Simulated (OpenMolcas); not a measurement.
# Pr²⁺ among point charges: CASSCF levels and susceptibility

Aim: the splitting of the states of Pr²⁺ in the field of 8 point charges, its lowest levels with spin-orbit coupling and its magnetic susceptibility.

Method: state-averaged CASSCF, spin-orbit coupling by RASSI with atomic mean-field integrals. Code: OpenMolcas 26.06.

**1. The atom as given**

| Quantity | Value |
| --- | --- |
| Species | Pr²⁺ (praseodymium, Z = 59, 57 electrons) |
| Basis | ANO-RCC-VDZP [7s6p4d2f1g], 68 functions |
| Scalar Hamiltonian | DKH2, point nucleus |
| Inactive shells | 1s 2s 2p 3s 3p 3d 4s 4p 4d 5s 5p |
| Active space | 3 electrons in 7 orbitals (4f) |
| Some configurations of this space | 4f³ |
| Orbitals | optimised for the highest spin of each parity, averaged over all roots |

Outer shells as boxes (Hund's rule):

4f3
```
4f [↑ ][↑ ][↑ ][  ][  ][  ][  ]
```

The ion sits among 8 point charges of -1 e arranged as a cube (Oh), 2.46 Å from the ion.

Each step is its own input file, run in one work folder so that later steps find the files of earlier ones. Labels, J, g values, rates, χT and fits are worked out afterwards by a script from the matrices that RASSI stores. The input lists half of the charges; inversion (Group=XYZ) makes the rest.

**2. Basis and integrals**

Input file a.inp:

```
&GATEWAY
Coord
1

Pr 0.0 0.0 0.0
Basis=ANO-RCC-VDZP
Group=XYZ
NoMove
AngMom=0.0 0.0 0.0
AMFI
XField
4 Angstrom 0
1.420282 1.420282 1.420282 -1.000000
1.420282 1.420282 -1.420282 -1.000000
1.420282 -1.420282 1.420282 -1.000000
1.420282 -1.420282 -1.420282 -1.000000
&SEWARD
```

Run with:

```console
> OMP_NUM_THREADS=1 MOLCAS_MEM=2252 MOLCAS_PROJECT=a pymolcas a.inp > a.log
```

**3. Reference wave functions, quartets of odd parity, 35 roots**

Input file a.inp:

```
&RASSCF
FileOrb=start.orb
Symmetry=2
Spin=4
nActEl=3 0 0
Inactive=15 12
Ras2=0 7
CIRoot=35 35 1
SDav=35
CIMx=300
Iter=120 100
PrWF=0.3
OrbListing=Nothing
MaxOrb=0
>>> COPY $Project.JobIph JOB001
```

start.orb holds the contracted functions of the basis, ordered by shell, or the orbitals of the step before.

**4. Reference wave functions, doublets of odd parity, 112 roots**

Input file a.inp:

```
&RASSCF
FileOrb=start.orb
Symmetry=2
Spin=2
nActEl=3 0 0
Inactive=15 12
Ras2=0 7
CIRoot=112 112 1
SDav=112
CIMx=300
Iter=120 100
PrWF=0.3
OrbListing=Nothing
MaxOrb=0
CIOnly
>>> COPY $Project.JobIph JOB002
```

**5. State interaction with spin-orbit coupling**

Input file a.inp:

```
&RASSI
NrOfJobIphs=2 35 96
1 2 3 4 5 6 7 8 9 10 11 12 13 14 15 16 17 18 19 20 21 22 23 24 25 26 27
28 29 30 31 32 33 34 35
1 2 3 4 5 6 7 8 9 10 11 12 13 14 15 16 17 18 19 20 21 22 23 24 25 26 27
28 29 30 31 32 33 34 35 36 37 38 39 40 41 42 43 44 45 46 47 48 49 50 51
52 53 54 55 56 57 58 59 60 61 62 63 64 65 66 67 68 69 70 71 72 73 74 75
76 77 78 79 80 81 82 83 84 85 86 87 88 89 90 91 92 93 94 95 96
IphNames
JOB001
JOB002
EJob
SpinOrbit
DIPRint=1.0
SOCoupling=1000.0
Subsets=2
Property=9
'ANGMOM' 1 'ANGMOM' 2 'ANGMOM' 3 'MLTPL  1' 1 'MLTPL  1' 2 'MLTPL  1' 3
'AMFI' 1 'AMFI' 2 'AMFI' 3
SOProperty=3
'ANGMOM' 1 'ANGMOM' 2 'ANGMOM' 3
```

Q: Predict the outcome of this session. Wanted: spin-free ground state; first state of the same spin within the active space; lowest level; next level.

**Answer**, as computed:

```
                                            quantity                            value
                                              method                           CASSCF
                              spin-free ground state  4A1, 1-fold in its orbital part
first state of the same spin within the active space                 4A2 at 24.5 cm⁻¹
                                        lowest level                        4-fold Γ8
                                          next level                        87.0 cm⁻¹
                                         χT at 300 K                   1.66 cm³ K/mol
                           effective moment at 300 K                          3.64 μB
```

**Reading.** The spin-free ground state (4A1) comes to 100 % from free-ion I terms and keeps the highest spin of the shell. The doublets rest on orbitals optimised for another spin in at least one step, which raises them against the optimised states. Not all states of the active space went into the spin-orbit step. High states of lower spin are left out of the spin-orbit mixing, and CASSCF puts spin-flip levels too high. This is an electrostatic model: the charges have no orbitals.
